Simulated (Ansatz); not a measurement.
# C2H5BO (SMILES B1CCO1) at BHLYP/def2-SVP

What is the vertical ionisation energy of C2H5BO at BHLYP/def2-SVP? 

Program for the calculation: Ansatz 0.2.0.

68 further runs of the same task are left out: 68 set aside as unsound or not needed.

## 1. Starting point

C2H5BO has 9 atoms, charge 0, and is taken as a singlet. SMILES: `B1CCO1`. The coordinates come from a PBE0-D4/def2-TZVP relaxation.

Bond lengths: B1–C2 1.580 Å, C2–C3 1.533 Å, B1–O4 1.364 Å, C3–O4 1.455 Å, B1–H5 1.195 Å, C2–H6 1.091 Å, C2–H7 1.091 Å, C3–H8 1.092 Å, C3–H9 1.092 Å. Some angles: B1–C2–C3 80.2°, C2–B1–O4 95.4°, C2–C3–O4 93.7°, B1–O4–C3 90.7°, B1–C2–H6 117.4°, B1–C2–H7 117.4°, C3–C2–H6 115.4°, C3–C2–H7 115.4°, C2–B1–H5 139.9°, O4–B1–H5 124.7°.

## 2. The energy at BHLYP/def2-SVP

job.yaml reads:

```yaml
basis:
  gaussian:
    orbitals: def2-SVP
crystal:
  periodic: [false, false, false]
  atoms:
    - symbol: B
      position_ang: [-0.402600, 0.301700, -1.082000]
    - symbol: C
      position_ang: [0.506000, 0.617000, 0.171000]
    - symbol: C
      position_ang: [-0.098600, -0.719600, 0.617700]
    - symbol: O
      position_ang: [-0.884800, -0.878500, -0.596200]
    - symbol: H
      position_ang: [-0.697000, 0.772800, -2.139500]
    - symbol: H
      position_ang: [0.236300, 1.479000, 0.782200]
    - symbol: H
      position_ang: [1.586200, 0.614100, 0.021000]
    - symbol: H
      position_ang: [-0.757600, -0.681300, 1.487200]
    - symbol: H
      position_ang: [0.600600, -1.551500, 0.721500]
hamiltonian:
  xc: {name: BHLYP}
accuracy: high
output: {orbitals: {seedname: orbitals}}
```

Run with:

```
ansatz run job.yaml --threads 1 --pin off --max-ram 3480MiB --events-out events.jsonl --progress --plain --runs-dir runs
```

The program printed:

```text
Warning: RAYON_NUM_THREADS=1 ignored (pool sized by the plan → 1); use --threads N
Functional definition: BHLYP
  name "BHLYP"
  parameter a = 0.5
  exchange = (1 - a)*b88_x + a*exact_x
  correlation = lyp_c
1978 factors; integrals over basis functions are off by at most 3.5e-9 eV
mean field evaluation 1: about -4869.1069 eV, gradient 4.0e1 eV
mean field evaluation 2: about -4869.4412 eV, gradient 4.0e1 eV
mean field evaluation 4: about -4872.6352 eV, gradient 2.1e0 eV
mean field evaluation 8: about -4872.6470 eV, gradient 5.0e-2 eV
mean field evaluation 16: about -4872.6470 eV, gradient 5.1e-6 eV
mean field -4872.64698323 eV, -179.0664738351 hartree, gradient 2.5e-8 eV, S^2 0.000000; 0 other end points of the search recorded, 0 dependent functions left out
reference -4872.64700879 eV, -179.0664747742 hartree; 15, 15 occupied and 66, 66 virtual orbitals, 1978 factors
Total energy: -4872.64700879 eV, -179.0664747742 hartree
```

It took 5.4 s on 1 thread of Arm Neoverse V2, shared host; peak memory 0.25 GiB.

## 3. The doublet cation at the same level

job.yaml reads:

```yaml
basis:
  gaussian: {orbitals: def2-SVP}
crystal:
  periodic: [false, false, false]
  atoms:
    - {symbol: B, position_ang: [-0.402600, 0.301700, -1.082000]}
    - {symbol: C, position_ang: [0.506000, 0.617000, 0.171000]}
    - {symbol: C, position_ang: [-0.098600, -0.719600, 0.617700]}
    - {symbol: O, position_ang: [-0.884800, -0.878500, -0.596200]}
    - {symbol: H, position_ang: [-0.697000, 0.772800, -2.139500]}
    - {symbol: H, position_ang: [0.236300, 1.479000, 0.782200]}
    - {symbol: H, position_ang: [1.586200, 0.614100, 0.021000]}
    - {symbol: H, position_ang: [-0.757600, -0.681300, 1.487200]}
    - {symbol: H, position_ang: [0.600600, -1.551500, 0.721500]}
magnetization: {spin_polarized: true, initial_magnetization: 1}
total_charge: 1
accuracy: high
hamiltonian: {xc: {name: BHLYP}}
output: {orbitals: {seedname: orbitals}}
```

Run with:

```
ansatz run job.yaml --threads 1 --pin off --max-ram 3480MiB --events-out events.jsonl --progress --plain --runs-dir runs
```

The program printed:

```text
Warning: RAYON_NUM_THREADS=1 ignored (pool sized by the plan → 1); use --threads N
Functional definition: BHLYP
  name "BHLYP"
  parameter a = 0.5
  exchange = (1 - a)*b88_x + a*exact_x
  correlation = lyp_c
1976 factors; integrals over basis functions are off by at most 3.5e-9 eV
mean field evaluation 1: about -4852.7662 eV, gradient 4.5e1 eV
mean field evaluation 2: about -4840.8480 eV, gradient 7.1e1 eV
mean field evaluation 4: about -4861.6061 eV, gradient 2.9e0 eV
mean field evaluation 8: about -4861.7419 eV, gradient 4.5e-1 eV
mean field evaluation 16: about -4861.7471 eV, gradient 1.3e-2 eV
mean field evaluation 32: about -4861.7472 eV, gradient 8.7e-7 eV
mean field -4861.74715938 eV, -178.6659126966 hartree, gradient 6.0e-8 eV, S^2 0.758297; 4 other end points of the search recorded, 0 dependent functions left out
reference -4861.74718437 eV, -178.6659136151 hartree; 15, 14 occupied and 66, 67 virtual orbitals, 1976 factors
Total energy: -4861.74718437 eV, -178.6659136151 hartree
```

Wall time 15 s (1 thread of Arm Neoverse V2, shared host); peak memory 0.34 GiB.

## 4. Outcome

At BHLYP/def2-SVP:

```
                                          quantity          value
                      singlet C2H5BO: total energy  -179.06647 Eh
                       singlet C2H5BO: HOMO energy       -9.65 eV
                       singlet C2H5BO: LUMO energy        1.19 eV
                     singlet C2H5BO: HOMO–LUMO gap       10.84 eV
                      doublet cation: total energy  -178.66591 Eh
doublet cation: HOMO energy (highest over α and β)      -17.30 eV
 doublet cation: LUMO energy (lowest over α and β)      -12.16 eV
                              doublet cation: ⟨S²⟩          0.758
vertical ionisation energy (to the doublet cation)      10.900 eV
```

What this shows: The vertical ionisation energy comes to 10.90 eV (1052 kJ/mol). The negative HOMO energy of the first species, 9.65 eV, lies 1.25 eV below that difference.
